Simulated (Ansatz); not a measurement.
# InH3 (SMILES [H][In]([H])[H]): levels of theory compared

Wanted: a comparison of 6 runs (BHLYP/STO-3G, UPBE/STO-3G, UPBE0/STO-3G, r2SCAN0/STO-3G, CCSDT/STO-3G, CCSD/STO-3G) of InH3. 

The results are computed with Ansatz 0.2.0.

27 further runs of the same task are left out: 1 that didn't finish, 26 set aside as unsound or not needed.

### 1 The system as given

The species is InH3 (4 atoms), meant as a singlet with charge 0. As SMILES, `[H][In]([H])[H]`. The H2–In1 distance was set to 4.296 Å, away from the relaxed value. At this shape a bond of the SMILES string is far longer than usual.

Bond lengths: In1–H3 1.719 Å, In1–H4 1.718 Å. Angles: H3–In1–H4 119.9°.

### 2 The energy at BHLYP/STO-3G (run 1)

Contents of molecule.yaml:

```yaml
crystal:
  periodic: [false, false, false]
  atoms:
    - {symbol: In, position_ang: [-2.576794, 0.039835, -0.021615]}
    - {symbol: H, position_ang: [1.718930, -0.027790, 0.013510]}
    - {symbol: H, position_ang: [-3.411944, 1.541975, -0.038855]}
    - {symbol: H, position_ang: [-3.462494, -1.432305, -0.016265]}
basis:
  gaussian:
    orbitals: STO-3G
hamiltonian:
  xc: {name: BHLYP}
accuracy: high
```

Launch:

```sh
$ ansatz run molecule.yaml --threads 1 --pin off --max-ram 2610MiB --events-out events.jsonl --progress --plain --runs-dir runs
```

The log of the run:

```text
Warning: RAYON_NUM_THREADS=1 ignored (pool sized by the plan → 1); use --threads N
Functional definition: BHLYP
  name "BHLYP"
  parameter a = 0.5
  exchange = (1 - a)*b88_x + a*exact_x
  correlation = lyp_c
516 factors; integrals over basis functions are off by at most 4.5e-9 eV
mean field evaluation 1: about -154731.9325 eV, gradient 9.3e0 eV
mean field evaluation 2: about -154726.6197 eV, gradient 8.7e0 eV
mean field evaluation 4: about -154732.9748 eV, gradient 9.5e0 eV
mean field evaluation 8: about -154732.9559 eV, gradient 9.5e0 eV
mean field -154737.59713806 eV, -5686.5018099133 hartree, gradient 3.9e-8 eV, S^2 0.000000; 0 other end points of the search recorded, 0 dependent functions left out
reference -154737.59715891 eV, -5686.5018106795 hartree; 26, 26 occupied and 4, 4 virtual orbitals, 516 factors
Total energy: -154737.59715891 eV, -5686.5018106795 hartree
```

Wall time 0.69 s (1 thread of AMD EPYC 9R45 (Zen 5), shared host); peak memory 0.12 GiB.

### 3 A single-point energy at UPBE/STO-3G (run 2)

Contents of input.yaml:

```yaml
crystal:
  periodic: [false, false, false]
  atoms:
    - symbol: In
      position_ang: [-2.576794, 0.039835, -0.021615]
    - symbol: H
      position_ang: [1.718930, -0.027790, 0.013510]
    - symbol: H
      position_ang: [-3.411944, 1.541975, -0.038855]
    - symbol: H
      position_ang: [-3.462494, -1.432305, -0.016265]
basis:
  gaussian:
    orbitals: STO-3G
accuracy: high
total_charge: 0
magnetization:
  spin_polarized: true
  initial_magnetization: 0
hamiltonian:
  xc: {name: PBE}
```

Launch:

```sh
$ ansatz run input.yaml --threads 1 --pin off --max-ram 2610MiB --events-out events.jsonl --progress --plain --runs-dir runs
```

The log of the run:

```text
Warning: RAYON_NUM_THREADS=1 ignored (pool sized by the plan → 1); use --threads N
Functional definition: PBE
  name "PBE"
  parameter kappa = 0.804
  parameter beta = 0.06672455060314922
  exchange = pbe_x(kappa = kappa, mu = beta*pi^2/3)
  correlation = pbe_c(beta = beta)
516 factors; integrals over basis functions are off by at most 4.5e-9 eV
mean field evaluation 1: about -154698.9684 eV, gradient 3.6e1 eV
mean field evaluation 2: about -154701.2771 eV, gradient 2.1e1 eV
mean field evaluation 4: about -154705.5623 eV, gradient 4.6e0 eV
mean field evaluation 8: about -154705.7440 eV, gradient 4.0e0 eV
mean field evaluation 16: about -154717.7162 eV, gradient 1.1e-8 eV
mean field evaluation 32: about -154719.0902 eV, gradient 1.6e0 eV
mean field -154719.09343362 eV, -5685.8218113172 hartree, gradient 9.5e-8 eV, S^2 0.998009; 3 other end points of the search recorded, 0 dependent functions left out
reference -154719.09343587 eV, -5685.8218114000 hartree; 26, 26 occupied and 4, 4 virtual orbitals, 516 factors
Total energy: -154719.09343587 eV, -5685.8218114000 hartree
```

Wall time 2.2 s (1 thread of AMD EPYC 9R45 (Zen 5), shared host); peak memory 0.14 GiB.

### 4 A single-point energy at UPBE0/STO-3G (run 3)

Contents of in.yaml:

```yaml
crystal:
  periodic: [false, false, false]
  atoms:
    - {symbol: In, position_ang: [-2.576794, 0.039835, -0.021615]}
    - {symbol: H, position_ang: [1.718930, -0.027790, 0.013510]}
    - {symbol: H, position_ang: [-3.411944, 1.541975, -0.038855]}
    - {symbol: H, position_ang: [-3.462494, -1.432305, -0.016265]}
basis:
  gaussian:
    orbitals: STO-3G
magnetization:
  spin_polarized: true
hamiltonian:
  xc: {name: PBE0}
accuracy: high
```

Launch:

```sh
$ ansatz run in.yaml --threads 1 --pin off --max-ram 2610MiB --events-out events.jsonl --progress --plain --runs-dir runs
```

The log of the run:

```text
Warning: RAYON_NUM_THREADS=1 ignored (pool sized by the plan → 1); use --threads N
Functional definition: PBE0
  name "PBE0"
  parameter a = 0.25
[... 2 set-up lines as earlier in the session ...]
  exchange = (1 - a)*pbe_x(kappa = kappa, mu = beta*pi^2/3) + a*exact_x
[... 1 set-up line as earlier in the session ...]
516 factors; integrals over basis functions are off by at most 4.5e-9 eV
mean field evaluation 1: about -154718.6918 eV, gradient 1.0e1 eV
mean field evaluation 2: about -154713.9504 eV, gradient 8.5e0 eV
mean field evaluation 4: about -154720.4947 eV, gradient 8.1e0 eV
mean field evaluation 8: about -154720.4703 eV, gradient 8.1e0 eV
mean field evaluation 16: about -154726.8829 eV, gradient 5.5e0 eV
mean field evaluation 32: about -154728.1062 eV, gradient 2.0e-1 eV
mean field -154728.10729850 eV, -5686.1530647418 hartree, gradient 9.9e-8 eV, S^2 0.998696; 2 other end points of the search recorded, 0 dependent functions left out
reference -154728.10730019 eV, -5686.1530648040 hartree; 26, 26 occupied and 4, 4 virtual orbitals, 516 factors
Total energy: -154728.10730019 eV, -5686.1530648040 hartree
```

Wall time 1.8 s (1 thread of AMD EPYC 9R45 (Zen 5), shared host); peak memory 0.17 GiB.

Runs 4 to 5 aren't shown in full; the table further down has their settings and results.

### 5 A single-point energy at CCSD/STO-3G (run 6)

Contents of molecule.yaml:

```yaml
crystal:
  periodic: [false, false, false]
  atoms:
    - symbol: In
      position_ang: [-2.576794, 0.039835, -0.021615]
    - symbol: H
      position_ang: [1.718930, -0.027790, 0.013510]
    - symbol: H
      position_ang: [-3.411944, 1.541975, -0.038855]
    - symbol: H
      position_ang: [-3.462494, -1.432305, -0.016265]
basis:
  gaussian:
    orbitals: STO-3G
correlation:
  method: ccsd
  frozen_orbitals: {H: 0, In: 18}
scf:
  omitted_lower_state_checks: [cluster_reference, increment]
accuracy: high
```

Launch:

```sh
$ ansatz run molecule.yaml --threads 1 --pin off --max-ram 2610MiB --events-out events.jsonl --progress --plain --runs-dir runs
```

The log of the run, shortened:

```text
Warning: RAYON_NUM_THREADS=1 ignored (pool sized by the plan → 1); use --threads N
Functional definition: HF
  name "HF"
[...]
516 factors; integrals over basis functions are off by at most 4.5e-9 eV
[...]
mean field -154676.07921125 eV, -5684.2410678014 hartree, gradient 3.1e-8 eV, S^2 0.000000; 1 other end points of the search recorded, 0 dependent functions left out; unrestricted orbitals would lower it
18 core orbitals not correlated: weight in the atoms' cores, before any rotation towards them, 1.000 or more for the frozen orbitals, at most 0.000 for the correlated occupied ones
reference -154676.07921125 eV, -5684.2410678014 hartree; 8, 8 occupied and 4, 4 virtual orbitals, 516 factors
second order -4.25791716 eV of doubles, -0.00000000 eV of singles
cycle   1  -2.46150558 eV  change    -1.1e0 eV  update   1.6e-1
[...]
cycle  32  -6.02190110 eV  change   1.8e-10 eV  update  1.5e-10
WARN: these amplitudes may be one of several solutions (largest doubles amplitude 0.97, level shift 12.17 eV)
Total energy: -154682.10111235 eV, -5684.4623685850 hartree
Checks for a lower state left out: cluster_reference, increment
```

Run time: 0.41 s. Hardware: 1 thread of AMD EPYC 9R45 (Zen 5), shared host.

### 6 Overview of the runs

```csv
run,level,frozen core orbitals,energy (Eh),wall time
1,BHLYP/STO-3G,–,-5686.501811,0.69 s
2,UPBE/STO-3G,–,-5685.821811,2.2 s
3,UPBE0/STO-3G,–,-5686.153065,1.8 s
4,r2SCAN0/STO-3G,–,-5686.628782,1.3 s
5,CCSDT/STO-3G,18,-5684.468226,0.3 s
6,CCSD/STO-3G,18,-5684.462369,0.41 s
```

### 7 Summary of results

| quantity | value |
| --- | --- |
| run 6: total energy | -5684.46237 Eh |
| run 6: correlation energy (18 core orbitals frozen) | -221.3 mEh |
| run 6: T1 diagnostic | 0.061 |

**Reading.** Totals of different functionals can't be ranked against each other. In run 6 the T1 diagnostic is large, so a single reference may not serve. In runs 5, 6 the log says that unrestricted orbitals would lower the reference, so the values rest on an unstable closed-shell determinant (other closed-shell runs at this shape may share the fault). In runs 1, 2, 3, 4, 5, 6 the basis is minimal, so the values are rough. In runs 1, 2, 3, 4, 5, 6 relativity is left out where basis or elements ask for it. Spin contamination of the reference: run 3 ⟨S²⟩ = 1.00, run 2 ⟨S²⟩ = 1.00. Where it is this large, the reference is a mixture of spin states, and values that rest on it are in doubt. All runs together took 6.7 s, the longest 2.2 s.
